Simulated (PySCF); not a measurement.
# BH8NSiSn: the cost of one run

Programs: PySCF 2.14.0, with routines of our own; each step states its level. All values are computed. Atoms count from 0.

## 1. The starting structure

12 atoms, charge 0, multiplicity 1; geometry from: GFN2-xTB.

## 2. Relaxing the molecule at PBE0-D3(BJ)/def2-SVP

The job: settings as JSON, then the geometry in Å.

```
{"job": {"xc": "PBE0", "basis": "def2-SVP", "d3": "d3bj", "grid": 1, "maxiter": 30, "shake": 0.01, "kind": "geom"}, "charge": 0, "multiplicity": 1}
B      0.527430     1.669920     0.153750
N      0.186430     0.329370     0.095310
Si     1.365500    -0.941780     0.214210
Sn    -1.697440    -0.300880    -0.213740
H      1.617020     2.007690     0.314310
H     -0.340790     2.507460     0.020020
H      0.784690    -2.011560     1.020530
H      2.581630    -0.401370     0.875100
H      1.661720    -1.418980    -1.110870
H     -2.710490     1.033940    -0.335550
H     -1.774750    -1.237930    -1.588740
H     -2.161240    -1.264150     1.090750
```

Launch:

```
> OMP_NUM_THREADS=1 python heavy_run.py task.json out
```

The driver reads the jobs from task.json and runs them one after another.

Q: Estimate the wall time and peak memory of this first job on 1 thread of Intel Xeon Platinum 8488C, shared host.

About 26 s, with a peak of 0.48 GiB.
